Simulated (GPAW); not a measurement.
The system is Ga3Se.

```xyz
4
Lattice="4.4325 0.0000 0.0000 0.0000 4.4325 0.0000 0.0000 0.0000 4.4325" Properties=species:S:1:pos:R:3 pbc="T T T"
Se    0.0000    0.0000    0.0000
Ga    2.2162    2.2162    0.0000
Ga    2.2162    0.0000    2.2162
Ga    0.0000    2.2162    2.2162
```

The cell comes from a database or a generator and needn't be the stable form of this composition.

- Program: GPAW 26.7.0
- Task: relaxation of cell and atoms
- Functional: PBEsol
- Dispersion: D3(BJ)
- Potentials or basis: PAW data sets generated in the run's folder for this functional
- Cutoff: 600 eV
- Basis: pw
- k mesh: 6 × 6 × 6
- Occupations: fermi-dirac, width 0.05 eV
- Spin: no spin polarisation

At the start: pressure -6.0 GPa; volume 21.77 Å³/atom.

Q: Where does the relaxation end?

A: Over 5 steps the energy falls by 60.1 meV/atom and the volume is 18.95 Å³/atom (-13.0 %); space group Pm-3m (No. 221, to 0.05 Å).

Step by step:
```tsv
step	energy change (eV)	largest force (eV/Å)	pressure (GPa)	volume (Å³)
1	0.0000	0.0000	-6.00	87.08
2	-0.0279	0.0000	-5.75	86.33
3	-0.2344	0.0000	1.24	74.30
4	-0.2404	0.0000	-0.21	76.07
5	-0.2405	0.0000	0.00	75.80
```

Final structure:
```
Se Ga
1.0
     4.23212    0.00000    0.00000
     0.00000    4.23212    0.00000
     0.00000    0.00000    4.23212
Se Ga
1 3
Direct
  0.00000 0.00000 0.00000
  0.50000 0.50000 0.00000
  0.50000 0.00000 0.50000
  0.00000 0.50000 0.50000
```

Caveat: later steps reuse the first step's grids; pairwise dispersion overbinds metals, which lowers pressure and volume.
